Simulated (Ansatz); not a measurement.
# CuSi8O16: the cost of one run

Program: Ansatz 0.2.0. Level of theory: DFT PBE, plane waves, PAW, scalar-relativistic, no spin polarisation. These are calculated values, not measurements.

**1. The starting structure**

The cell holds 25 atoms (CuO16Si8): a = 5.910 Å, b = 5.910 Å, c = 5.330 Å, α = 90.00°, β = 90.00°, γ = 90.00°.

Its coordinates follow in the input file.

**2. Relaxing the start**

Input file input.yaml:

```yaml
crystal:
  lattice:
    - [-4.179, -4.179, 0.0]
    - [4.179, -4.179, 0.0]
    - [0.0, 0.0, 5.3298]
  atoms:
    - { symbol: Si, position: [0.5, 0.5, 0.0] }
    - { symbol: Si, position: [0.0, 0.5, 0.25] }
    - { symbol: O, position: [0.1938, 0.5, 0.0] }
    - { symbol: O, position: [0.0, 0.1938, 0.25] }
    - { symbol: O, position: [0.8062, 0.5, 0.0] }
    - { symbol: O, position: [0.0, 0.8062, 0.25] }
    - { symbol: Si, position: [0.5, 0.5, 0.5] }
    - { symbol: Si, position: [0.0, 0.5, 0.75] }
    - { symbol: O, position: [0.1938, 0.5, 0.5] }
    - { symbol: O, position: [0.0, 0.1938, 0.75] }
    - { symbol: O, position: [0.8062, 0.5, 0.5] }
    - { symbol: O, position: [0.0, 0.8062, 0.75] }
    - { symbol: Si, position: [0.0, 0.0, 0.0] }
    - { symbol: Si, position: [0.5, 0.0, 0.25] }
    - { symbol: O, position: [0.6938, 0.0, 0.0] }
    - { symbol: O, position: [0.5, 0.6938, 0.25] }
    - { symbol: O, position: [0.3062, 0.0, 0.0] }
    - { symbol: O, position: [0.5, 0.3062, 0.25] }
    - { symbol: Si, position: [0.0, 0.0, 0.5] }
    - { symbol: Si, position: [0.5, 0.0, 0.75] }
    - { symbol: O, position: [0.6938, 0.0, 0.5] }
    - { symbol: O, position: [0.5, 0.6938, 0.75] }
    - { symbol: O, position: [0.3062, 0.0, 0.5] }
    - { symbol: O, position: [0.5, 0.3062, 0.75] }
    - { symbol: Cu, position: [0.7682089, 0.6623608, 0.2477203] }
total_charge: 1
basis:
  ecutwfc: 420.0
kpoints:
  mp_grid: { grid: [2, 2, 2] }
hamiltonian:
  xc: pbe
  pseudopotentials: { kind: paw, azcp: { folder: soft_1 } }
scf:
  occupations: { method: fermi_dirac, width: 0.05 }
  lower_state_search: "off"
relax:
  f_tol: 0.08
  max_steps: 25
  adjacent_minimum: "off"
```

Started as:

```bash
> ansatz run input.yaml --threads 1 --pin off --max-ram 3072MiB --backend cpu --events-out ev --progress --plain --runs-dir out
```

What time and memory should one allow on 1 thread of Arm Neoverse V1, shared host?

About 86 s, with a peak of 0.46 GiB.
